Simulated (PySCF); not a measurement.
**Solver options tried on Sn (triplet)**

Aim: find out which solver settings change the answer for Sn (triplet).

Method: each script names its method and basis; program: PySCF 2.14.0.

5 further runs of the same task are left out: 1 for a known fault of the program, 4 that didn't finish.

## (1) The atom

Sn (triplet): 1 atom, charge 0, spin multiplicity 3.

## (2) The base run

The input, input.py:

```python
from pyscf import gto, dft

mol = gto.M(
    atom='Sn 0 0 0',
    basis='def2-svpd',
    ecp={'Sn': 'def2-svpd'},
    charge=0,
    spin=2,
    verbose=4,
)
mf = dft.ROKS(mol, xc='m06l')
mf.kernel()
mf.mulliken_pop()
mf.dip_moment()
print('orbital energies (hartree):', mf.mo_energy[..., max(0, mol.nelec[1]-3):mol.nelec[0]+3].round(4))
```

The run is started by

```
OMP_NUM_THREADS=1 python input.py
```

Its log is not repeated here.

In short: E(SCF) = -214.392378 Eh, 8 cycles.

The triplet is typed in the script; nothing here shows that it is the ground state.

## (3) Second-order solver on

Edit 1 changes second-order solver: off → on.

The input, input.py:

```python
from pyscf import gto, dft

mol = gto.M(
    atom='Sn 0 0 0',
    basis='def2-svpd',
    ecp={'Sn': 'def2-svpd'},
    charge=0,
    spin=2,
    verbose=4,
)
mf = dft.ROKS(mol, xc='m06l')
mf = mf.newton()
mf.kernel()
mf.mulliken_pop()
mf.dip_moment()
print('orbital energies (hartree):', mf.mo_energy[..., max(0, mol.nelec[1]-3):mol.nelec[0]+3].round(4))
```

The run is started by

```
OMP_NUM_THREADS=1 python input.py
```

## (4) Level shift 0.1 hartree

Edit 2 changes level shift: none → 0.1 hartree.

Changes to input.py since step 2:

```diff
@@ -11,2 +11,3 @@
 mf = dft.ROKS(mol, xc='m06l')
+mf.level_shift = 0.1
 mf.kernel()
```

## (5) Level shift 1 hartree

Edit 3 changes level shift: none → 1 hartree.

Changes to input.py since step 2:

```diff
@@ -11,2 +11,3 @@
 mf = dft.ROKS(mol, xc='m06l')
+mf.level_shift = 1.0
 mf.kernel()
```

## (6) Convergence threshold 0.001 hartree

Edit 4 changes convergence threshold: default → 0.001 hartree.

Changes to input.py since step 2:

```diff
@@ -11,2 +11,3 @@
 mf = dft.ROKS(mol, xc='m06l')
+mf.conv_tol = 0.001
 mf.kernel()
```

## (7) Initial guess 1e

Edit 5 changes initial guess: minao → 1e.

Changes to input.py since step 2:

```diff
@@ -11,2 +11,3 @@
 mf = dft.ROKS(mol, xc='m06l')
+mf.init_guess = '1e'
 mf.kernel()
```

Q: Predict the outcome of this session. Wanted: for each run, E(SCF); from base.

As calculated:

```tsv
run	E(SCF) (hartree)	from base (eV)	cycles
base	-214.392378	0	8
second-order solver on	-214.392378	0.0000	4 macro
level shift 0.1 hartree	-214.392377	0.0000	9
level shift 1 hartree	-214.392377	0.0000	20
convergence threshold 0.001 hartree	-214.392356	not comparable	4
initial guess 1e	-214.392377	0.0000	10
```

Distance from each run's final energy (log10 hartree) by cycle:

```tsv
run	cycle 1	cycle 2	cycle 3	cycle 5	cycle 8	cycle 12
base	-0.2	-0.4	-3.0	-6.4	-10.5	done
second-order solver on	-1.1	-3.1	< -11	done	done	done
level shift 0.1 hartree	-0.3	-0.7	-2.8	-6.2	< -11	done
level shift 1 hartree	-0.6	-1.8	-2.5	-3.5	-4.9	-6.5
convergence threshold 0.001 hartree	-0.2	-0.4	-3.0	done	done	done
initial guess 1e	1.3	0.2	-0.7	-3.1	-6.1	done
```

In words: No change of the SCF energy comes from second-order solver on or level shift 0.1 hartree or level shift 1 hartree or initial guess 1e. The base needs 8 cycles and the run with level shift 1 hartree needs 20. The dearest run is “second-order solver on”, at 4.8 s against 1.4 s. Rows marked «poor choice» come from settings spoiled on purpose.
